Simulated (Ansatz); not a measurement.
## TmGa3Hg3As2N4: equation of state with PBE

TmGa3Hg3As2N4:

```
Tm Ga Hg As N
1.0
     3.21375   -0.00282    0.02255
     1.47597    8.25081   -0.00373
     1.43322    0.59978    9.69913
Tm Ga Hg As N
1 3 3 2 4
Direct
  0.75460 0.93886 0.04314
  0.03599 0.31791 0.06165
  0.96329 0.69299 0.85009
  0.63315 0.34470 0.82425
  0.85648 0.30777 0.41398
  0.31311 0.63194 0.23086
  0.05584 0.78793 0.58563
  0.14090 0.92150 0.30962
  0.79973 0.15139 0.64133
  0.05589 0.46127 0.87536
  0.90476 0.43895 0.22206
  0.37172 0.80302 0.93568
  0.61456 0.20177 0.00634
```

The cell was built by a generator and needn't be a form met in nature.

```yaml
Program: Ansatz 0.2.0
Task: equation of state
Functional: PBE
Potentials_or_basis: Ansatz PAW
Cutoff: 420 eV
Density_cutoff: 1680 eV
k_mesh: 9 × 4 × 3
Occupations: fermi-dirac, width 0.05 eV
Spin: collinear spin, ferromagnetic start
Starting_moments: "[2.0, 0.0, 0.0, 0.0, 0.0, 0.0, 0.0, 0.0, 0.0, 0.0, 0.0, 0.0, 0.0] μB"
```

```yaml
Equilibrium_volume: 19.92 Å³/atom
Bulk_modulus_at_fixed_shape_and_positions: 80 GPa
Pressure_derivative_of_the_bulk_modulus: 4.7
```

Energy against volume, from the lowest point:
```tsv
volume (Å³/atom)	energy (meV/atom)
18.582	25.22
18.977	11.88
19.373	3.66
19.768	0.00
20.163	0.41
20.559	4.48
20.954	11.79
```

All runs of the series together: 30 min on 8 threads of Arm Neoverse V2, on a shared host.

Caveat: the cell was scaled at fixed shape and fractional positions, which overstates the stiffness of a crystal with free parameters, most of all of layers and chains; without U or exact exchange the open f shell lies at the Fermi level, which spoils levels, moments and volumes. The state reached can hang on the start; a lower one may exist.
